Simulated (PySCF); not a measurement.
# SbF: from the state search to spectroscopic constants

Aim: find the lowest electronic state of SbF, scan its bond at several levels of theory, and get bond length, wavenumber and dissociation energy from each curve.

Computed with PySCF 2.14.0. Level: Sb x2c-SVPall, F x2c-SVPall, spin-free X2C with a Gaussian nucleus.

## Step 1: Set-up

A driver script around PySCF takes these settings:

```yaml
atoms: Sb, F
charge: 0
basis: Sb x2c-SVPall, F x2c-SVPall
Hamiltonian: spin-free X2C with a Gaussian nucleus
basis_functions: 50
electrons_treated: 60
masses_in_u: 120.9038, 18.9984
levels: PBE0, PBE, r²SCAN, LDA, BLYP, PBEsol, CAM-B3LYP, HF, MP2, SCS-MP2, CCSD, CCSD(T)
grid: 80 radial by 434 angular points
occupations: held fixed by the projection of orbital angular momentum
dissociation_limit: Sb + F, each in its ground configuration
starting_distance_in_angstrom: 1.980
values_of_2S_to_try: 0, 2, 4
```

The run is started by

```
> OMP_NUM_THREADS=1 python dia.py task.json out
```

After this run come: PBE0 along the bond; Other states along the same grid; PBE; r²SCAN (meta-GGA); LDA (local density); BLYP (GGA); PBEsol; CAM-B3LYP (range-separated hybrid); UHF; MP2 and coupled cluster.

Q: Predict the outcome of this session. Wanted: for each run, Re; ωe; De; μ.

**Answer**, as computed:

Lowest PBE0 solution found, without spin–orbit coupling: ³Σ⁻ (triplet), unpaired electrons π ↑↑. State 2 has its PBE0 minimum 0.32 eV higher, as a spin-mixed determinant (⟨S²⟩ = 1.01), so this is no gap between pure states. State 3 has its PBE0 minimum 1.27 eV higher. The other levels ran on the lowest alone.

```
      level  Re (Å)  ωe (cm⁻¹)  De (eV)  μ (D)
        UHF   1.928        654     1.87  -3.00
    UHF-MP2   1.947        629     3.55    n/a
UHF-SCS-MP2   1.950        624     3.44    n/a
   UHF-CCSD   1.948        626     3.23    n/a
UHF-CCSD(T)   1.953        618     3.32    n/a
        LDA   1.934        635     5.17  -2.13
        PBE   1.964        600     4.34  -2.24
     PBEsol   1.950        617     4.59  -2.18
       BLYP   1.973        588     4.36  -2.27
     r²SCAN   1.946        622     3.96  -2.34
       PBE0   1.942        630     3.84  -2.49
  CAM-B3LYP   1.936        640     4.06  -2.49
```

De is counted to Sb + F in their ground configurations. A positive dipole means Sb(−)F(+).

Differences from CCSD(T) in the same basis:

```
      level  Re (mÅ)  ωe (%)
        UHF      -25    +5.8
    UHF-MP2       -5    +1.8
UHF-SCS-MP2       -3    +0.9
   UHF-CCSD       -4    +1.3
        LDA      -19    +2.7
        PBE      +11    -2.9
     PBEsol       -3    -0.2
       BLYP      +21    -4.8
     r²SCAN       -7    +0.6
       PBE0      -11    +1.9
  CAM-B3LYP      -17    +3.6
```

Judged by CCSD(T) in the same basis: best bond length UHF-SCS-MP2 and PBEsol (-3 mÅ), worst UHF (-25 mÅ); best wavenumber PBEsol (-0.2 %), worst UHF (+5.8 %). Hartree–Fock makes the bond too short and too stiff against this reference, as it mostly does. PBE gives a bond that is too long and too soft, as GGAs tend to. CCSD(T) in a basis this small is itself some way from its limit, more so than the functionals. Among the levels with a De in the table, it runs from 1.87 eV (UHF) to 5.17 eV (LDA).

Correlated steps freeze 19 core orbitals. Spin–orbit coupling is left out, which matters for elements this heavy, above all for dissociation energies. With spin–orbit coupling the term label itself may not hold.
